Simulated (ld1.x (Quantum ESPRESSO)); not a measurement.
# An ultrasoft potential for B, from input to tests

Task: generate the file, and judge it by its errors in other configurations, its logarithmic derivatives, its ghosts and its cutoff.

The numbers are computed with ld1.x (Quantum ESPRESSO) 7.5 (PBE, scalar-relativistic, spin-unpolarised reference atom).

## 1. Starting point

Typed settings, in words:

```
element                 : boron (B, Z = 5)
type                    : ultrasoft
frozen core             : [He]
valence charge          : 3
reference configuration : 2s1 2p2
partial waves           : 2s (bound): rcut 1.00, rcutus 1.40 bohr; 2s channel at 2.7 Ry: rcut 1.00, rcutus 1.40 bohr; 2p (bound): rcut 3.15, rcutus 3.50 bohr; 2p channel at 4.85 Ry: rcut 3.15, rcutus 3.50 bohr; 3d channel at 0.4 Ry: rcut 3.35, rcutus 3.50 bohr
local potential         : all-electron potential smoothed inside 2.65 bohr (lloc = -1)
core correction         : not asked for
augmentation charge     : built from norm-conserving waves at rcut, not smoothed further
```

The outer shells as boxes (Hund's rule for the drawing; the calculation is spin-unpolarised):

```
[He] core
2s [↑ ]
2p [↑ ][↑ ][  ]
```

The nodes and maxima of the atom's own shells, from an earlier all-electron run, set the scale for the radii.

All-electron outer shells of the reference configuration (PBE, scalar-relativistic, ld1.x):

```csv
shell,level (eV),outermost node (bohr),outermost maximum (bohr)
1s,-181.74,–,0.21
2s,-9.92,0.46,1.52
2p,-4.06,–,1.55
```

## 2. Generating the potential

B.in

```
 &input
   title='B', zed=5., rel=1, dft='PBE', iswitch=3,
   config='[He] 2s1 2p2 3d-2',
   nld=3, rlderiv=3.80, eminld=-3.0, emaxld=5.0, deld=0.02
 /
 &inputp
   pseudotype=3, tm=.true., lloc=-1, rcloc=2.65,
   nlcc=.false.,
   file_pseudopw='B.UPF', file_wfcaegen='ae.wfc', file_wfcncgen='nc.wfc', file_beta='beta', file_chi='chi', file_wfcusgen='us.wfc'
 /
5
2S  1  0   1.00   0.00  1.00  1.40  0.0
2S  1  0   0.00   2.70  1.00  1.40  0.0
2P  2  1   2.00   0.00  3.15  3.50  0.0
2P  2  1   0.00   4.85  3.15  3.50  0.0
3D  3  2  -2.00   0.40  3.35  3.50  0.0
 &test
   configts(1)='2s1 2p2'
 /
```

On the command line:

```bash
$ ld1.x < B.in > B.out
```

What the program wrote to B.out (without the banner and most projector matrices):

```text
     Program LD1 v.7.5

     !!!!!!!!!!!!!!!!!!! WARNING !!!!!!!!!!!!!!!!!!!!!!!
     Message from routine ld1_readin:
     US requires at least two energies per channel 3D
     !!!!!!!!!!!!!!!!!!!!!!!!!!!!!!!!!!!!!!!!!!!!!!!!!!!
     --------------------------- All-electron run ----------------------------

     B
     scalar relativistic calculation

     atomic number is  5.00
     dft =PBE   lsd =0 sic =0 latt =0  beta=0.20 tr2=1.0E-14
     Exchange-correlation= PBE
                           (   1   4   3   4   0   0   0)
     mesh =1059 r(mesh) = 101.04461 a.u. xmin = -7.00 dx = 0.01250
     1 Ry =  13.60569312 eV, c = 137.03599908

     n l     nl                  e(Ry)          e(Ha)          e(eV)
     1 0     1S 1( 2.00)       -13.3577        -6.6788      -181.7402
     2 0     2S 1( 1.00)        -0.7292        -0.3646        -9.9208
     2 1     2P 1( 2.00)        -0.2983        -0.1491        -4.0581

     final scf error:  7.2E-15 reached in  29 iterations

     Etot =     -48.776654 Ry,     -24.388327 Ha,    -663.640180 eV

     Ekin =      48.610370 Ry,      24.305185 Ha,     661.377778 eV
     Encl =    -112.712700 Ry,     -56.356350 Ha,   -1533.534410 eV
     Eh   =      22.824688 Ry,      11.412344 Ha,     310.545706 eV
     Exc  =      -7.499012 Ry,      -3.749506 Ha,    -102.029254 eV

     normalization and overlap integrals

     s(1S/1S) =  1.000000  <r> =   0.3291  <r2> =    0.1472  r(max) =   0.2103
     s(2S/2S) =  1.000000  <r> =   1.9384  <r2> =    4.5287  r(max) =   1.5152
     s(2P/2P) =  1.000000  <r> =   2.2491  <r2> =    6.5419  r(max) =   1.5536

     ------------------------ End of All-electron run ------------------------

     --------------------- Generating US pseudopotential ---------------------

      Generating local potential from pseudized AE potential:
      Matching radius rcloc =   2.6500

      Local pseudo, rcloc= 2.626 Estimated cut-off energy=     3.52 Ry

      Wfc   2S  rcut= 0.991  Using Troullier-Martins method
      Wfc-us  2S rcutus= 1.406  Estimated cut-off energy=    22.11 Ry

      Wfc   2S  rcut= 0.991  Using Troullier-Martins method
      Wfc-us  2S rcutus= 1.406  Estimated cut-off energy=    29.93 Ry

      Wfc   2P  rcut= 3.129  Using Troullier-Martins method
      Wfc-us  2P rcutus= 3.458  Estimated cut-off energy=     6.76 Ry

      Wfc   2P  rcut= 3.129  Using Troullier-Martins method
      Wfc-us  2P rcutus= 3.458  Estimated cut-off energy=     7.01 Ry

      Wfc   3D  rcut= 3.372  Using Troullier-Martins method
      Wfc-us  3D rcutus= 3.458  Estimated cut-off energy=     8.98 Ry

     ------------------- End of pseudopotential generation -------------------

     [... the all-electron block is printed once more ...]


     Computing logarithmic derivative in   3.79746
     Computing logarithmic derivative in   3.79746
     Computing the partial wave expansion
     R is outside the sphere for l=    0 j= 0.00
     R is outside the sphere for l=    0 j= 0.00
     R is outside the sphere for l=    1 j= 0.00
     R is outside the sphere for l=    1 j= 0.00
     R is outside the sphere for l=    2 j= 0.00

     ---------------------- Testing the pseudopotential ----------------------

     B
     scalar relativistic calculation

     atomic number is  5.00   valence charge is  3.00
     dft =PBE   lsd =0 sic =0 latt =0  beta=0.20 tr2=1.0E-14
     mesh =1059 r(mesh) = 101.04461 xmin = -7.00 dx = 0.01250

     n l     nl             e AE (Ry)        e PS (Ry)    De AE-PS (Ry)
     1 0     2S   1( 1.00)       -0.72916       -0.72916        0.00000
     2 1     2P   1( 2.00)       -0.29827       -0.29827        0.00000

     eps = 1.6E-17  iter =  3

     Etot =     -48.776654 Ry,     -24.388327 Ha,    -663.640180 eV
     Etotps =    -4.686931 Ry,      -2.343465 Ha,     -63.768944 eV

     Ekin =       1.613621 Ry,       0.806811 Ha,      21.954433 eV
     Encl =      -9.128870 Ry,      -4.564435 Ha,    -124.204606 eV
     Ehrt =       3.805848 Ry,       1.902924 Ha,      51.781198 eV
     Ecxc =      -1.539517 Ry,      -0.769759 Ha,     -20.946198 eV
     Epseu=       0.561988 Ry,       0.280994 Ha,       7.646230 eV

     ---------------------- End of pseudopotential test ----------------------
```

Run time: 1.1 s. Hardware: 1 thread of Neoverse-V1, shared host. (Generation and the later configuration tests together.)

All-electron and pseudo partial waves u(r) = r·R(r), from the program's wave files:

| r (bohr) | 2s AE | 2s PS | 2p AE | 2p PS |
| --- | --- | --- | --- | --- |
| 0.175 | -0.3086 | 0.1175 | 0.0719 | 0.0091 |
| 0.350 | -0.1561 | 0.2345 | 0.2006 | 0.0358 |
| 0.525 | 0.0940 | 0.3496 | 0.3266 | 0.0780 |
| 0.700 | 0.3240 | 0.4594 | 0.4314 | 0.1326 |
| 0.875 | 0.5016 | 0.5588 | 0.5119 | 0.1955 |
| 1.050 | 0.6250 | 0.6415 | 0.5707 | 0.2623 |
| 1.225 | 0.6994 | 0.7014 | 0.6088 | 0.3284 |
| 1.400 | 0.7337 | 0.7337 | 0.6289 | 0.3894 |
| 1.575 | 0.7375 | 0.7375 | 0.6342 | 0.4418 |
| 1.750 | 0.7193 | 0.7193 | 0.6280 | 0.4828 |
| 1.925 | 0.6863 | 0.6863 | 0.6132 | 0.5108 |
| 2.100 | 0.6439 | 0.6439 | 0.5922 | 0.5254 |
| 2.275 | 0.5964 | 0.5964 | 0.5668 | 0.5273 |
| 2.450 | 0.5467 | 0.5467 | 0.5387 | 0.5181 |
| 2.625 | 0.4970 | 0.4970 | 0.5090 | 0.5000 |
| 2.800 | 0.4487 | 0.4487 | 0.4786 | 0.4757 |
| 2.975 | 0.4029 | 0.4029 | 0.4483 | 0.4478 |
| 3.150 | 0.3601 | 0.3601 | 0.4185 | 0.4185 |
| 3.325 | 0.3206 | 0.3206 | 0.3896 | 0.3896 |
| 3.500 | 0.2845 | 0.2845 | 0.3618 | 0.3618 |
| 3.675 | 0.2518 | 0.2518 | 0.3354 | 0.3354 |
| 3.850 | 0.2223 | 0.2223 | 0.3105 | 0.3105 |
| 4.025 | 0.1958 | 0.1958 | 0.2869 | 0.2869 |
| 4.200 | 0.1723 | 0.1723 | 0.2649 | 0.2649 |
| 4.375 | 0.1513 | 0.1513 | 0.2442 | 0.2442 |
| 4.550 | 0.1327 | 0.1327 | 0.2250 | 0.2250 |

## 3. Testing the new file in other configurations

B.test.in

```
 &input
   title='B', zed=5., rel=1, dft='PBE', iswitch=2,
   config='[He] 2s1 2p2 3d-2'
 /
 &test
   file_pseudo='B.UPF', nconf=8,
   configts(1)='2s1 2p2',
   configts(2)='2s2 2p1',
   configts(3)='2s2 2p0',
   configts(4)='2s1 2p0',
   configts(5)='2s2 2p1.3',
   configts(6)='2s2 2p0.5',
   configts(7)='2s0 2p3',
   configts(8)='2s1 2p1'
 /
```

On the command line:

```bash
$ ld1.x < B.test.in > B.test.out
```

B.test.out, the pseudopotential blocks, each with the warnings that came before it:

```text
     ---------------------- Testing the pseudopotential ----------------------

     B
     scalar relativistic calculation

     atomic number is  5.00   valence charge is  3.00
     dft =PBE   lsd =0 sic =0 latt =0  beta=0.20 tr2=1.0E-14
     mesh =1059 r(mesh) = 101.04461 xmin = -7.00 dx = 0.01250

     n l     nl             e AE (Ry)        e PS (Ry)    De AE-PS (Ry)
     1 0     2S   1( 1.00)       -0.72916       -0.72916        0.00000
     2 1     2P   1( 2.00)       -0.29827       -0.29827        0.00000

     eps = 1.7E-17  iter =  3

     Etot =     -48.776654 Ry,     -24.388327 Ha,    -663.640180 eV
     Etotps =    -4.686931 Ry,      -2.343465 Ha,     -63.768944 eV

     Ekin =       1.613621 Ry,       0.806811 Ha,      21.954433 eV
     Encl =      -9.128870 Ry,      -4.564435 Ha,    -124.204606 eV
     Ehrt =       3.805848 Ry,       1.902924 Ha,      51.781198 eV
     Ecxc =      -1.539517 Ry,      -0.769759 Ha,     -20.946198 eV
     Epseu=       0.561988 Ry,       0.280994 Ha,       7.646230 eV

     ---------------------- End of pseudopotential test ----------------------

     ---------------------- Testing the pseudopotential ----------------------

     B
     [...]
     n l     nl             e AE (Ry)        e PS (Ry)    De AE-PS (Ry)
     1 0     2S   1( 2.00)       -0.69405       -0.68725       -0.00680  !
     2 1     2P   1( 1.00)       -0.26511       -0.26020       -0.00491

     eps = 1.0E-15  iter = 14

     Etot =     -49.206684 Ry,     -24.603342 Ha,    -669.491038 eV
     Etotps =    -5.116172 Ry,      -2.558086 Ha,     -69.609070 eV
     dEtot_ae =      -0.430030 Ry
     dEtot_ps =      -0.429241 Ry,   Delta E=      -0.000789 Ry

     [...]
     ---------------------- End of pseudopotential test ----------------------

     ---------------------- Testing the pseudopotential ----------------------

     B
     [...]
     n l     nl             e AE (Ry)        e PS (Ry)    De AE-PS (Ry)
     1 0     2S   1( 2.00)       -1.43403       -1.41208       -0.02195  !
     2 1     2P   1( 0.00)       -0.98227       -0.94791       -0.03436  !

     eps = 6.2E-17  iter =  9

     Etot =     -48.602552 Ry,     -24.301276 Ha,    -661.271411 eV
     Etotps =    -4.525765 Ry,      -2.262883 Ha,     -61.576176 eV
     dEtot_ae =       0.174101 Ry
     dEtot_ps =       0.161165 Ry,   Delta E=       0.012936 Ry

     [...]
     ---------------------- End of pseudopotential test ----------------------

     Warning: n=2, l=1 expected 0 nodes, found 2
     ---------------------- Testing the pseudopotential ----------------------

     B
     [...]
     n l     nl             e AE (Ry)        e PS (Ry)    De AE-PS (Ry)
     1 0     2S   1( 1.00)       -2.31339       -2.27764       -0.03575  !
     2 1     2P   1( 0.00)       -1.87356       -1.78701       -0.08654  !

     eps = 7.0E-15  iter = 17

     Etot =     -46.734041 Ry,     -23.367020 Ha,    -635.849013 eV
     Etotps =    -2.685396 Ry,      -1.342698 Ha,     -36.536668 eV
     dEtot_ae =       2.042613 Ry
     dEtot_ps =       2.001535 Ry,   Delta E=       0.041078 Ry

     [...]
     ---------------------- End of pseudopotential test ----------------------

     ---------------------- Testing the pseudopotential ----------------------

     B
     [...]
     n l     nl             e AE (Ry)        e PS (Ry)    De AE-PS (Ry)
     1 0     2S   1( 2.00)       -0.51890       -0.51184       -0.00706  !
     2 1     2P   1( 1.30)       -0.10161       -0.09724       -0.00437

     eps = 7.9E-16  iter = 12

     Etot =     -49.260950 Ry,     -24.630475 Ha,    -670.229365 eV
     Etotps =    -5.169049 Ry,      -2.584525 Ha,     -70.328496 eV
     dEtot_ae =      -0.484296 Ry
     dEtot_ps =      -0.482118 Ry,   Delta E=      -0.002178 Ry

     [...]
     ---------------------- End of pseudopotential test ----------------------

     ---------------------- Testing the pseudopotential ----------------------

     B
     [...]
     n l     nl             e AE (Ry)        e PS (Ry)    De AE-PS (Ry)
     1 0     2S   1( 2.00)       -1.03851       -1.02976       -0.00875  !
     2 1     2P   1( 0.50)       -0.59442       -0.58365       -0.01077  !

     eps = 2.9E-15  iter =  9

     Etot =     -48.994466 Ry,     -24.497233 Ha,    -666.603665 eV
     Etotps =    -4.907397 Ry,      -2.453698 Ha,     -66.768536 eV
     dEtot_ae =      -0.217812 Ry
     dEtot_ps =      -0.220466 Ry,   Delta E=       0.002654 Ry

     [...]
     ---------------------- End of pseudopotential test ----------------------

     ---------------------- Testing the pseudopotential ----------------------

     B
     [...]
     n l     nl             e AE (Ry)        e PS (Ry)    De AE-PS (Ry)
     1 0     2S   1( 0.00)       -0.75829       -0.76644        0.00816  !
     2 1     2P   1( 3.00)       -0.32646       -0.33218        0.00572  !

     eps = 7.7E-15  iter = 11

     Etot =     -48.345216 Ry,     -24.172608 Ha,    -657.770177 eV
     Etotps =    -4.254883 Ry,      -2.127442 Ha,     -57.890634 eV
     dEtot_ae =       0.431437 Ry
     dEtot_ps =       0.432048 Ry,   Delta E=      -0.000611 Ry

     [...]
     ---------------------- End of pseudopotential test ----------------------

     ---------------------- Testing the pseudopotential ----------------------

     B
     [...]
     n l     nl             e AE (Ry)        e PS (Ry)    De AE-PS (Ry)
     1 0     2S   1( 1.00)       -1.43999       -1.44768        0.00769  !
     2 1     2P   1( 1.00)       -0.98910       -0.98273       -0.00637  !

     eps = 7.8E-15  iter = 17

     Etot =     -48.151191 Ry,     -24.075596 Ha,    -655.130332 eV
     Etotps =    -4.061069 Ry,      -2.030535 Ha,     -55.253659 eV
     dEtot_ae =       0.625462 Ry
     dEtot_ps =       0.625862 Ry,   Delta E=      -0.000400 Ry

     [...]
     ---------------------- End of pseudopotential test ----------------------
```

Excitation and ionisation energies from 2s1 2p2, with the error of the potential. A star marks tests that logged a warning.

```csv
valence configuration,charge,ΔE all-electron (eV),error AE − PS (meV)
2s2 2p1,0,-5.851,-11
2s2 2p0,+1,2.369,+176
2s1 2p0 *,+2,27.791,+559
2s2 2p1.3,-0.3,-6.589,-30
2s2 2p0.5,+0.5,-2.963,+36
2s0 2p3,0,5.870,-8.3
2s1 2p1,+1,8.510,-5.4
```

## 4. Logarithmic derivatives

Taken from the files of the generation run. The phase is arctan(r·u′/u) with u = r·R, unwrapped, with energies in Ry. A pole is an energy at which the radial function vanishes at the test radius. The pseudo phase is shifted by a multiple of π to meet the all-electron one at the reference energy. Levels narrower than the energy grid can be missing from the poles. The last column is the largest difference on the grid between −1 and +1 Ry.

```tsv
channel	radius (bohr)	reference (Ry)	poles AE	poles PS	window around the reference with phases within 0.05 rad (Ry)	largest difference near zero (rad)
s	3.80	-0.73	-0.64, 1.92	-0.64, 1.92	the whole range	0.001
p	3.80	-0.30	-0.16, 2.01	-0.15, 3.07	below 0.2	1.059
d	3.80	0.40	1.39, 4.34	1.41, 4.69	below 2.2	0.002
```

Phases (rad) along the scan:

| E (Ry) | p AE | p PS | s AE | s PS |
| --- | --- | --- | --- | --- |
| -3.00 | 1.415 | 1.415 | 1.410 | 1.410 |
| -2.52 | 1.400 | 1.400 | 1.393 | 1.393 |
| -2.04 | 1.379 | 1.379 | 1.368 | 1.368 |
| -1.56 | 1.347 | 1.348 | 1.325 | 1.325 |
| -1.08 | 1.288 | 1.292 | 1.203 | 1.203 |
| -0.60 | 1.084 | 1.095 | -1.629 | -1.629 |
| -0.12 | -1.622 | -1.609 | -1.908 | -1.908 |
| 0.36 | -2.002 | -1.907 | -2.425 | -2.425 |
| 0.84 | -3.478 | -2.419 | -4.160 | -4.160 |
| 1.32 | -4.486 | -3.994 | -4.566 | -4.566 |
| 1.80 | -4.668 | -4.469 | -4.691 | -4.691 |
| 2.28 | -4.763 | -4.608 | -4.770 | -4.770 |
| 2.76 | -4.862 | -4.679 | -4.855 | -4.855 |
| 3.24 | -5.089 | -4.729 | -5.022 | -5.021 |
| 3.72 | -6.807 | -4.777 | -6.030 | -6.019 |
| 4.20 | -7.616 | -4.839 | -7.505 | -7.502 |
| 4.68 | -7.752 | -4.973 | -7.708 | -7.707 |

## 5. Cutoff and ghost test in a Bessel basis

This step uses the generator's waves and projectors in a separate script. Basis: spherical Bessel functions vanishing at 20 bohr, q² up to the cutoff; potential fixed at the reference.

Even at 400 Ry an occupied level stays 323 mRy from its reference, so no cutoffs are read; the levels have long settled, so the basis size isn't the cause: the level found isn't the valence state, or the test fails for this file. The basis also finds a p level at -0.98 Ry, below the valence levels, which may be a ghost. The ghost test is not conclusive.

## 6. What came out

```
                                                quantity                                               value
                                                 cutoffs                                      not determined
                                            bound ghosts                                      not determined
                            largest test error (AE − PS)  +559 meV, for 2s1 2p0 (this test logged a warning)
largest phase difference near zero energy, channels read                                           1.059 rad
         lowest eigenvalue of the overlap (Bessel basis)                                           0.116 (p)
```

In words: The worst unpolarised test, 2s1 2p0, is off by 559 meV on 27.8 eV; by total energies transferability rates as poor. Even at 400 Ry an occupied level stays 323 mRy from its reference, so no cutoffs are read; the levels have long settled, so the basis size isn't the cause: the level found isn't the valence state, or the test fails for this file. The basis also finds a p level at -0.98 Ry, below the valence levels, which may be a ghost. Ghosts could not be judged. Near zero energy the largest phase difference among the channels read is 1.06 rad, in the p channel. All of this concerns the isolated atom, not yet a solid.
